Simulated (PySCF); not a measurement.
# TiO2: relaxation and vibrations of the singlet

The task is one start of a wider search on TiO2: the singlet, from a linear start. It is relaxed, tested by its Hessian and followed downhill if it is a saddle.

Method: B3LYP, basis Ti def2-TZVP, O def2-TZVP, no relativity, density fitting; program: PySCF 2.14.0.

**1. The starting structure**

3 atoms, charge 0, spin multiplicity 1.

Bond lengths: Ti1–O2 1.740 Å, Ti1–O3 1.740 Å. Angles: O2–Ti1–O3 180.0°.

```xyz
3
charge 0 multiplicity 1
Ti    0.0000    0.0000    0.0000
O     0.0000    0.0000    1.7400
O     0.0000    0.0000   -1.7400
```

**2. First SCF at the start**

The steps below are one call of a driver around PySCF. For each, scf.py gives the equivalent set-up of the SCF; relaxations use the driver's own optimiser. After this first run the driver tries any further starts and a stability analysis.

scf.py

```python
from pyscf import gto, scf, dft
mol = gto.M(atom='''
Ti     0.000000     0.000000     0.000000
O      0.000000     0.000000     1.740000
O      0.000000     0.000000    -1.740000''',
    basis={'Ti': 'def2-TZVP', 'O': 'def2-TZVP'},
    charge=0, spin=0)
mf = dft.RKS(mol, xc='B3LYP')
mf.grids.atom_grid = (50, 194)
aux = {'Ti': 'def2-universal-JKFIT', 'O': 'def2-universal-JKFIT'}
mf = mf.density_fit(auxbasis=aux)
mf.conv_tol = 1e-08
mf.diis_space = 10
mf.max_cycle = 60
mf.init_guess = 'minao'
mf.verbose = 4
mf.kernel()
```

Run with:

```bash
OMP_NUM_THREADS=2 python axn.py task.json out
```

Further steps of the session: Linear start, singlet: relaxation; Is it a minimum? Harmonic modes; Leaving the saddle point; Frequencies.

Q: Predict the outcome of this session. Wanted: minimum; geometry; wavenumbers; dipole moment; highest occupied, lowest empty level; polar-tensor charge of Ti1; zero-point energy; atomisation energy.

The runs gave:

```
                                 quantity                             value
                                  minimum                      singlet, C2v
                                 geometry  Ti–O 1.641 Å (×2); O–Ti–O 112.0°
                       wavenumbers (cm⁻¹)     346 (a1), 987 (b2), 1031 (a1)
                            dipole moment                            6.77 D
     highest occupied, lowest empty level                   -7.04, -3.19 eV
               polar-tensor charge of Ti1                           +1.81 e
                        zero-point energy                       14.1 kJ/mol
                      entropy at 298.15 K                   258.5 J/(mol K)
atomisation energy (no zero-point energy)                       1246 kJ/mol
```

In words: The linear start (D∞h) ends in a minimum of C2v symmetry, after a stop at a second-order saddle point 181.4 kJ/mol higher, from which it was pushed off along an imaginary mode. The strongest infrared band lies at 987 cm⁻¹ (b2, stretch). With 6.8 D the molecule is strongly polar. Other starts or spin states, not run here, may lie lower.
